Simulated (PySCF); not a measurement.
# AlSn (quartet): the SCF solver's settings

Aim: find out which solver settings change the answer for AlSn (quartet).

Method: each script names its method and basis; program: PySCF 2.14.0.

4 further runs of the same task are left out: 4 that didn't finish.

### 1 The system as given

AlSn (quartet): 2 atoms, charge 0, spin multiplicity 4.

Bond lengths: Al1–Sn2 2.291 Å.

### 2 The run that the others are compared with

The input, input.py:

```python
from pyscf import gto, scf, mp

mol = gto.M(
    atom='Al 0 0 0; Sn 0 0 2.291',
    basis='sbkjc',
    ecp={'Al': 'sbkjc', 'Sn': 'sbkjc'},
    charge=0,
    spin=3,
    verbose=4,
)
mf = scf.UHF(mol)
mf.kernel()
mp.MP2(mf).kernel()
mf.dip_moment()
print('orbital energies (hartree):', [e[max(0, n-3):n+3].round(4) for e, n in zip(mf.mo_energy, mol.nelec)])
```

On the command line:

```bash
> OMP_NUM_THREADS=1 python input.py
```

Its log is not repeated here.

It gives: E(SCF) = -5.146836 Eh, 11 cycles, E(MP2) − E(SCF) = -0.03991 Eh, ⟨S²⟩ = 3.762, μ = 1.28 D (of the SCF density).

The bond length is a typed value, not an optimised one. The quartet is typed in the script; nothing here shows that it is the ground state.

### 3 Point-group symmetry on

Run 1 changes point-group symmetry: off → on.

Edit input.py of step 2 so:

```diff
@@ -8,2 +8,3 @@
     spin=3,
+    symmetry=True,
     verbose=4,
```

On the command line:

```bash
> OMP_NUM_THREADS=1 python input.py
```

The log of the run (excerpt; [...] marks lines left out):

```text
[lines on the frontier levels of each cycle are left out]
PySCF version 2.14.0

[INPUT] verbose = 4
[INPUT] num. atoms = 2
[INPUT] num. electrons = 7
[INPUT] charge = 0
[INPUT] spin (= nelec alpha-beta = 2S) = 3
[INPUT] symmetry True subgroup None
[INPUT] Mole.unit = angstrom
[INPUT] Symbol           X                Y                Z      unit          X                Y                Z       unit  Magmom
[INPUT]  1 Al     0.000000000000   0.000000000000   0.000000000000 AA    0.000000000000   0.000000000000   0.000000000000 Bohr   0.0
[INPUT]  2 Sn     0.000000000000   0.000000000000   2.291000000000 AA    0.000000000000   0.000000000000   4.329362551379 Bohr   0.0

nuclear repulsion = 2.77177063773025
point group symmetry = Coov
symmetry origin: [0.         0.         3.43600202]
symmetry axis x: [1. 0. 0.]
symmetry axis y: [0. 1. 0.]
symmetry axis z: [0. 0. 1.]
num. orbitals of irrep A1 = 8
num. orbitals of irrep E1x = 4
num. orbitals of irrep E1y = 4
number of shells = 8
number of NR pGTOs = 36
number of NR cGTOs = 16
basis = sbkjc
ecp = {'Al': 'sbkjc', 'Sn': 'sbkjc'}

******** <class 'pyscf.scf.uhf_symm.SymAdaptedUHF'> ********
method = SymAdaptedUHF
initial guess = minao
damping factor = 0
level_shift factor = 0
DIIS = <class 'pyscf.scf.diis.CDIIS'>
diis_start_cycle = 1
diis_space = 8
diis_damp = 0
SCF conv_tol = 1e-09
SCF conv_tol_grad = None
SCF max_cycles = 50
direct_scf = True
direct_scf_tol = 1e-13
number electrons alpha = 5  beta = 2
Freeze 0 electrons in irreps []
    7 free electrons in irreps A1 E1x E1y
Set gradient conv threshold to 3.16228e-05
init E= -4.75171785524383

cycle= 1 E= -5.12236000265496  delta_E= -0.371  |g|= 0.101  |ddm|= 1.86
cycle= 2 E= -5.14456230070905  delta_E= -0.0222  |g|= 0.0307  |ddm|= 0.659
cycle= 3 E= -5.14649332322888  delta_E= -0.00193  |g|= 0.0112  |ddm|= 0.186
cycle= 4 E= -5.14677933836534  delta_E= -0.000286  |g|= 0.00299  |ddm|= 0.098
cycle= 5 E= -5.14681058622533  delta_E= -3.12e-05  |g|= 0.0013  |ddm|= 0.0327
cycle= 6 E= -5.14682002387887  delta_E= -9.44e-06  |g|= 0.000834  |ddm|= 0.0158
cycle= 7 E= -5.1468281011203  delta_E= -8.08e-06  |g|= 0.000551  |ddm|= 0.015
cycle= 8 E= -5.14683471867379  delta_E= -6.62e-06  |g|= 0.000262  |ddm|= 0.0155
cycle= 9 E= -5.14683629475801  delta_E= -1.58e-06  |g|= 5.95e-05  |ddm|= 0.0093
cycle= 10 E= -5.14683632611917  delta_E= -3.14e-08  |g|= 1.26e-05  |ddm|= 0.00122
cycle= 11 E= -5.14683632673574  delta_E= -6.17e-10  |g|= 2.5e-06  |ddm|= 0.00017
Extra cycle  E= -5.14683632675134  delta_E= -1.56e-11  |g|= 1.12e-06  |ddm|= 2.42e-05
converged SCF energy = -5.14683632675134  <S^2> = 3.7620703  2S+1 = 4.0060306

******** <class 'pyscf.mp.ump2.UMP2'> ********
nocc = (np.int64(5), np.int64(2)), nmo = (16, 16)
E(UMP2) = -5.18675050152121  E_corr = -0.0399141747698759
E(SCS-UMP2) = -5.18704665799011  E_corr = -0.0402103312387731
E_corr(same-spin) = -0.00886924440585916
E_corr(oppo-spin) = -0.0310449303640167
Dipole moment(X, Y, Z, Debye):  0.00000,  0.00000, -1.28396
orbital energies (hartree): [array([-0.28  , -0.28  , -0.2763,  0.0227,  0.0227,  0.109 ]), array([-0.539 , -0.3002, -0.0026, -0.0026,  0.0111])]
```

Wall time 0.75 s (1 thread of Intel Xeon Platinum 8488C, shared host).

This run: E(SCF) = -5.146836 Eh (no change), 11 cycles, E(MP2) − E(SCF) = -0.03991 Eh, ⟨S²⟩ = 3.762, μ = 1.28 D (of the SCF density).

### 4 Smearing width 0.01 hartree

Run 2 changes smearing width: none → 0.01 hartree; step after the SCF: mp2 → none.

Edit input.py of step 2 so:

```diff
@@ -1,2 +1,2 @@
-from pyscf import gto, scf, mp
+from pyscf import gto, scf
 
@@ -11,4 +11,4 @@
 mf = scf.UHF(mol)
+mf = scf.addons.smearing_(mf, sigma=0.01, method='fermi')
 mf.kernel()
-mp.MP2(mf).kernel()
 mf.dip_moment()
```

On the command line:

```bash
> OMP_NUM_THREADS=1 python input.py
```

The log of the run:

```text
[... 7 set-up lines left out, the same as in an earlier log ...]
[INPUT] symmetry False subgroup None
[... 12 set-up lines left out, the same as in an earlier log ...]
******** <class 'pyscf.scf.smearing.SmearingUHF'> ********
method = SmearingUHF
[... 14 set-up lines left out, the same as in an earlier log ...]
init E= -4.75171785524383
    sigma = 0.01  Optimized mu = -0.0518613049746  entropy = 3.05233523029
    Total E(T) = -4.96291006351444  Free energy = -4.99343341581738  E0 = -4.97817173966591
cycle= 1 E= -4.96291006351444  delta_E= -0.211  |g|= 0.182  |ddm|= 1.61
    sigma = 0.01  Optimized mu = -0.174770818648  entropy = 2.25144269853
    Total E(T) = -4.99641848693103  Free energy = -5.0189329139163  E0 = -5.00767570042366
cycle= 2 E= -4.99641848693103  delta_E= -0.0335  |g|= 0.197  |ddm|= 0.404
    sigma = 0.01  Optimized mu = -0.178914634151  entropy = 2.24957606773
    Total E(T) = -5.00864158309137  Free energy = -5.03113734376869  E0 = -5.01988946343003
cycle= 3 E= -5.00864158309137  delta_E= -0.0122  |g|= 0.0176  |ddm|= 0.176
    sigma = 0.01  Optimized mu = -0.177989575287  entropy = 2.24940083168
    Total E(T) = -5.00890603485535  Free energy = -5.03140004317211  E0 = -5.02015303901373
cycle= 4 E= -5.00890603485535  delta_E= -0.000264  |g|= 0.00821  |ddm|= 0.0504
    sigma = 0.01  Optimized mu = -0.178728173883  entropy = 2.24939031342
    Total E(T) = -5.00899391798415  Free energy = -5.03148782111835  E0 = -5.02024086955125
cycle= 5 E= -5.00899391798415  delta_E= -8.79e-05  |g|= 0.00177  |ddm|= 0.0296
    sigma = 0.01  Optimized mu = -0.17835154766  entropy = 2.24939421577
    Total E(T) = -5.00901468705102  Free energy = -5.03150862920868  E0 = -5.02026165812985
cycle= 6 E= -5.00901468705102  delta_E= -2.08e-05  |g|= 0.000649  |ddm|= 0.0133
    sigma = 0.01  Optimized mu = -0.178444593145  entropy = 2.24939318302
    Total E(T) = -5.00901725109753  Free energy = -5.03151118292775  E0 = -5.02026421701264
cycle= 7 E= -5.00901725109753  delta_E= -2.56e-06  |g|= 7.93e-05  |ddm|= 0.00596
    sigma = 0.01  Optimized mu = -0.178412638678  entropy = 2.24939339989
    Total E(T) = -5.00901726417657  Free energy = -5.03151119817542  E0 = -5.020264231176
cycle= 8 E= -5.00901726417657  delta_E= -1.31e-08  |g|= 5.31e-06  |ddm|= 0.000468
    sigma = 0.01  Optimized mu = -0.178412121595  entropy = 2.24939339569
    Total E(T) = -5.00901726427988  Free energy = -5.03151119823677  E0 = -5.02026423125833
cycle= 9 E= -5.00901726427988  delta_E= -1.03e-10  |g|= 1.05e-06  |ddm|= 9.49e-05
    sigma = 0.01  Optimized mu = -0.178412461813  entropy = 2.24939339771
    Total E(T) = -5.00901726426082  Free energy = -5.03151119823795  E0 = -5.02026423124938
Extra cycle  E= -5.00901726426082  delta_E= 1.91e-11  |g|= 6.3e-07  |ddm|= 1.06e-05
converged SCF energy = -5.00901726426082  <S^2> = 7.1054274e-15  2S+1 = 1
Dipole moment(X, Y, Z, Debye):  0.00000, -0.00000, -1.53218
orbital energies (hartree): [array([-0.1894, -0.1894, -0.0456,  0.045 ,  0.045 ,  0.1075]), array([-0.6118, -0.3627, -0.1894, -0.1894, -0.0456])]
```

It took 0.65 s on 1 thread of Intel Xeon Platinum 8488C, shared host.

Result: E(SCF) = -5.009017 Eh, 9 cycles, ⟨S²⟩ = 0.000, μ = 1.53 D.

Smearing with one chemical potential does not keep the typed spin. The energy is that at the smeared occupations, without the entropy term. Smearing with one chemical potential need not keep the typed spin, and ⟨S²⟩ has no meaning at fractional occupations. Both spins end with the same levels: the smearing has lost the typed open shell.

### 5 DIIS space 20

Run 3 changes DIIS space: default → 20.

Edit input.py of step 2 so:

```diff
@@ -11,2 +11,3 @@
 mf = scf.UHF(mol)
+mf.diis_space = 20
 mf.kernel()
```

On the command line:

```bash
> OMP_NUM_THREADS=1 python input.py
```

The log of the run:

```text
[... 20 set-up lines left out, the same as in an earlier log ...]
******** <class 'pyscf.scf.uhf.UHF'> ********
method = UHF
[... 5 set-up lines left out, the same as in an earlier log ...]
diis_space = 20
[... 8 set-up lines left out, the same as in an earlier log ...]
init E= -4.75171785524383
[... the frontier-level lines of each cycle are left out ...]

cycle= 1 E= -5.12236000265496  delta_E= -0.371  |g|= 0.101  |ddm|= 1.86
cycle= 2 E= -5.14456230070904  delta_E= -0.0222  |g|= 0.0307  |ddm|= 0.659
cycle= 3 E= -5.14649332322888  delta_E= -0.00193  |g|= 0.0112  |ddm|= 0.186
cycle= 4 E= -5.14677933836533  delta_E= -0.000286  |g|= 0.00299  |ddm|= 0.098
cycle= 5 E= -5.14681058622533  delta_E= -3.12e-05  |g|= 0.0013  |ddm|= 0.0327
cycle= 6 E= -5.14682002387887  delta_E= -9.44e-06  |g|= 0.000834  |ddm|= 0.0158
cycle= 7 E= -5.1468281011203  delta_E= -8.08e-06  |g|= 0.000551  |ddm|= 0.015
cycle= 8 E= -5.14683471867379  delta_E= -6.62e-06  |g|= 0.000262  |ddm|= 0.0155
cycle= 9 E= -5.14683629475801  delta_E= -1.58e-06  |g|= 5.95e-05  |ddm|= 0.0093
cycle= 10 E= -5.14683632646143  delta_E= -3.17e-08  |g|= 9.23e-06  |ddm|= 0.00129
cycle= 11 E= -5.14683632674422  delta_E= -2.83e-10  |g|= 1.82e-06  |ddm|= 0.00011
Extra cycle  E= -5.14683632675296  delta_E= -8.74e-12  |g|= 8.3e-07  |ddm|= 2.05e-05
converged SCF energy = -5.14683632675296  <S^2> = 3.7620705  2S+1 = 4.0060307

******** <class 'pyscf.mp.ump2.UMP2'> ********
nocc = (np.int64(5), np.int64(2)), nmo = (16, 16)
E(UMP2) = -5.18675048404769  E_corr = -0.0399141572947342
E(SCS-UMP2) = -5.18704664252008  E_corr = -0.0402103157671266
E_corr(same-spin) = -0.00886923806140896
E_corr(oppo-spin) = -0.0310449192333253
Dipole moment(X, Y, Z, Debye):  0.00000, -0.00000, -1.28397
orbital energies (hartree): [array([-0.28  , -0.28  , -0.2763,  0.0227,  0.0227,  0.109 ]), array([-0.539 , -0.3002, -0.0026, -0.0026,  0.0111])]
```

Run time: 0.76 s. Hardware: 1 thread of Intel Xeon Platinum 8488C, shared host.

This run: E(SCF) = -5.146836 Eh (no change), 11 cycles, E(MP2) − E(SCF) = -0.03991 Eh, ⟨S²⟩ = 3.762, μ = 1.28 D (of the SCF density).

### 6 Damping 0.8

Run 4 changes damping: none → 0.8.

Edit input.py of step 2 so:

```diff
@@ -11,2 +11,4 @@
 mf = scf.UHF(mol)
+mf.damp = 0.8
+mf.diis_start_cycle = 8
 mf.kernel()
```

On the command line:

```bash
> OMP_NUM_THREADS=1 python input.py
```

The log of the run:

```text
[... 23 set-up lines left out, the same as in an earlier log ...]
damping factor = 0.8
[... 2 set-up lines left out, the same as in an earlier log ...]
diis_start_cycle = 8
[... 9 set-up lines left out, the same as in an earlier log ...]
init E= -4.75171785524383
[... the frontier-level lines of each cycle are left out ...]

cycle= 1 E= -5.12236000265496  delta_E= -0.371  |g|= 0.101  |ddm|= 1.86
cycle= 2 E= -5.13189683187503  delta_E= -0.00954  |g|= 0.0781  |ddm|= 0.203
cycle= 3 E= -5.13709466625788  delta_E= -0.0052  |g|= 0.0625  |ddm|= 0.13
cycle= 4 E= -5.14019860794907  delta_E= -0.0031  |g|= 0.0512  |ddm|= 0.0935
cycle= 5 E= -5.14216996363922  delta_E= -0.00197  |g|= 0.0426  |ddm|= 0.0717
cycle= 6 E= -5.1434787124653  delta_E= -0.00131  |g|= 0.0359  |ddm|= 0.0571
cycle= 7 E= -5.14437675080399  delta_E= -0.000898  |g|= 0.0305  |ddm|= 0.0467
cycle= 8 E= -5.14646631119277  delta_E= -0.00209  |g|= 0.0112  |ddm|= 0.181
cycle= 9 E= -5.14674463791557  delta_E= -0.000278  |g|= 0.0049  |ddm|= 0.07
cycle= 10 E= -5.14681523530889  delta_E= -7.06e-05  |g|= 0.00118  |ddm|= 0.0539
cycle= 11 E= -5.14682201414861  delta_E= -6.78e-06  |g|= 0.000842  |ddm|= 0.0106
cycle= 12 E= -5.14682733993744  delta_E= -5.33e-06  |g|= 0.000584  |ddm|= 0.011
cycle= 13 E= -5.14683264911219  delta_E= -5.31e-06  |g|= 0.000373  |ddm|= 0.0117
cycle= 14 E= -5.14683606254366  delta_E= -3.41e-06  |g|= 0.000122  |ddm|= 0.0128
cycle= 15 E= -5.14683632207661  delta_E= -2.6e-07  |g|= 2.76e-05  |ddm|= 0.00372
cycle= 16 E= -5.14683632667713  delta_E= -4.6e-09  |g|= 4.91e-06  |ddm|= 0.000541
cycle= 17 E= -5.1468363267536  delta_E= -7.65e-11  |g|= 9.12e-07  |ddm|= 6.89e-05
Extra cycle  E= -5.1468363267557  delta_E= -2.1e-12  |g|= 3.96e-07  |ddm|= 1.06e-05
converged SCF energy = -5.1468363267557  <S^2> = 3.7620706  2S+1 = 4.0060308

******** <class 'pyscf.mp.ump2.UMP2'> ********
nocc = (np.int64(5), np.int64(2)), nmo = (16, 16)
E(UMP2) = -5.18675051048254  E_corr = -0.0399141837268372
E(SCS-UMP2) = -5.18704667622972  E_corr = -0.0402103494740139
E_corr(same-spin) = -0.00886923576714304
E_corr(oppo-spin) = -0.0310449479596941
Dipole moment(X, Y, Z, Debye):  0.00000, -0.00000, -1.28396
orbital energies (hartree): [array([-0.28  , -0.28  , -0.2763,  0.0227,  0.0227,  0.109 ]), array([-0.539 , -0.3002, -0.0026, -0.0026,  0.0111])]
```

It took 0.72 s on 1 thread of Intel Xeon Platinum 8488C, shared host.

This run: E(SCF) = -5.146836 Eh (no change), 17 cycles, E(MP2) − E(SCF) = -0.03991 Eh, ⟨S²⟩ = 3.762, μ = 1.28 D (of the SCF density).

The script also starts DIIS later, which adds to the count of cycles.

### 7 All runs together

```
                        run  E(SCF) (hartree)  from base (eV)  cycles  gap, α spin (eV)  SCF dipole (D)              after the SCF
                       base         -5.146836               0      11              8.14            1.28  MP2 correlation -1.086 eV
    point-group symmetry on         -5.146836          0.0000      11              8.14            1.28  MP2 correlation -1.086 eV
smearing width 0.01 hartree         -5.009017  not comparable       9               n/a            1.53                        n/a
              DIIS space 20         -5.146836          0.0000      11              8.14            1.28  MP2 correlation -1.086 eV
                damping 0.8         -5.146836          0.0000      17              8.14            1.28  MP2 correlation -1.086 eV
```

Wall time on 1 thread of Intel Xeon Platinum 8488C, shared host, start-up included: base 0.8 s; point-group symmetry on 0.75 s; smearing width 0.01 hartree 0.65 s; DIIS space 20 0.76 s; damping 0.8 0.72 s.

Distance from each run's final energy (log10 hartree) by cycle:

```
                        run  cycle 1  cycle 2  cycle 3  cycle 5  cycle 8  cycle 12
                       base     -1.6     -2.6     -3.5     -4.6     -5.8      done
    point-group symmetry on     -1.6     -2.6     -3.5     -4.6     -5.8      done
smearing width 0.01 hartree     -1.3     -1.9     -3.4     -4.6    -10.1      done
              DIIS space 20     -1.6     -2.6     -3.5     -4.6     -5.8      done
                damping 0.8     -1.6     -1.8     -2.0     -2.3     -3.4      -5.0
```

**Reading.** No change of the SCF energy comes from point-group symmetry on or DIIS space 20 or damping 0.8. The base needs 11 cycles and the run with damping 0.8 needs 17.
